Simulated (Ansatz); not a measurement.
**Cl₃F₂HSi₂: basis-set convergence**

Aim: see how fast density functionals and correlated methods converge with the basis set for Cl₃F₂HSi₂.

Computed with Ansatz 0.2.0, Gaussian basis. Level: one geometry, several basis sets.

Levels to be run: PBE0-D4/def2-SVP; ωB97M-V/def2-SVP; PBE0-D4/def2-QZVPP; ωB97M-V/def2-QZVPP; CCSD(T)/cc-pV(D+d)Z; CCSD(T)/cc-pV(T+d)Z; CCSD(T)/cc-pV(Q+d)Z; the functionals' def2-TZVPP values are taken from earlier runs.

### Step 1. The geometry

The geometry comes from an earlier relaxation with PBE0-D4 in a triple-zeta def2 set; it is a stationary point, not always the lowest conformer.

8 atoms, charge 0, spin multiplicity 1.

Atoms are counted from 1 here; the program's logs count them from 0.

Bond lengths: F1–Si2 1.582 Å, Si2–F3 1.582 Å, Si2–Cl4 2.023 Å, Si2–Si5 2.337 Å, Si5–Cl6 2.041 Å, Si5–Cl7 2.041 Å, Si5–H8 1.478 Å. Angles: F1–Si2–F3 106.9°, F1–Si2–Cl4 108.8°, F1–Si2–Si5 110.6°, F3–Si2–Cl4 108.8°, F3–Si2–Si5 110.6°, Cl4–Si2–Si5 111.0°, Si2–Si5–Cl6 107.4°, Si2–Si5–Cl7 107.4°, Si2–Si5–H8 114.1°, Cl6–Si5–Cl7 110.6°, Cl6–Si5–H8 108.7°, Cl7–Si5–H8 108.7°.

### Step 2. PBE0-D4 in def2-SVP

Contents of in.yaml:

```yaml
crystal:
  periodic: [false, false, false]
  atoms:
    - {symbol: F, position_ang: [-0.505564, 0.353578, -2.237056]}
    - {symbol: Si, position_ang: [-0.512823, -0.524060, -0.920788]}
    - {symbol: F, position_ang: [0.111628, -1.927060, -1.300895]}
    - {symbol: Cl, position_ang: [-2.428044, -0.800637, -0.331935]}
    - {symbol: Si, position_ang: [0.738860, 0.505805, 0.762507]}
    - {symbol: Cl, position_ang: [-0.142689, 2.300726, 1.169084]}
    - {symbol: Cl, position_ang: [0.678298, -0.709660, 2.400542]}
    - {symbol: H, position_ang: [2.152534, 0.744207, 0.402743]}
basis:
  gaussian: {orbitals: def2-SVP}
hamiltonian: {xc: pbe0, dispersion: d4}
output: {orbitals: {seedname: orbitals}}
```

Further steps of the session: ωB97M-V in def2-SVP; PBE0-D4 in def2-QZVPP; ωB97M-V in def2-QZVPP; CCSD(T) in cc-pV(D+d)Z; CCSD(T) in cc-pV(T+d)Z; CCSD(T) in cc-pV(Q+d)Z.

Before running them: what should the planned runs give, taken together? Wanted: MP2 correlation recovered, cc-pV(D+d)Z; MP2 correlation recovered, cc-pV(T+d)Z; MP2 correlation recovered, cc-pV(Q+d)Z; CCSD(T) limit from def2 sets; PBE0-D4: double and triple zeta above quadruple; ωB97M-V: double and triple zeta above quadruple.

**Answer**, as computed:

```
                                                                 quantity           value
                                   MP2 correlation recovered, cc-pV(D+d)Z          63.9 %
                                   MP2 correlation recovered, cc-pV(T+d)Z          85.6 %
                                   MP2 correlation recovered, cc-pV(Q+d)Z          94.0 %
CCSD(T) limit from def2 sets (earlier runs) less the limit of this series        -210 meV
                          PBE0-D4: double and triple zeta above quadruple  27.85, 1.95 eV
                          ωB97M-V: double and triple zeta above quadruple  27.68, 1.83 eV
```

PBE0-D4 gains 25.91 eV from double to triple zeta, then 1.95 eV more. Correlation climbs from 64 % (cc-pV(D+d)Z) to 94 % (cc-pV(Q+d)Z) of the limit; Hartree-Fock is 0.307 eV from its own by then. A limit from the def2 sets, made apart, differs by 210 meV, a least measure of the doubt on such a limit. These are total energies; as a rule much of such shifts cancels in differences, which this series doesn't test. The LUMO of ωB97M-V is positive and keeps falling with the basis (1.13 to 0.62 eV): an unbound level that the basis holds in place.
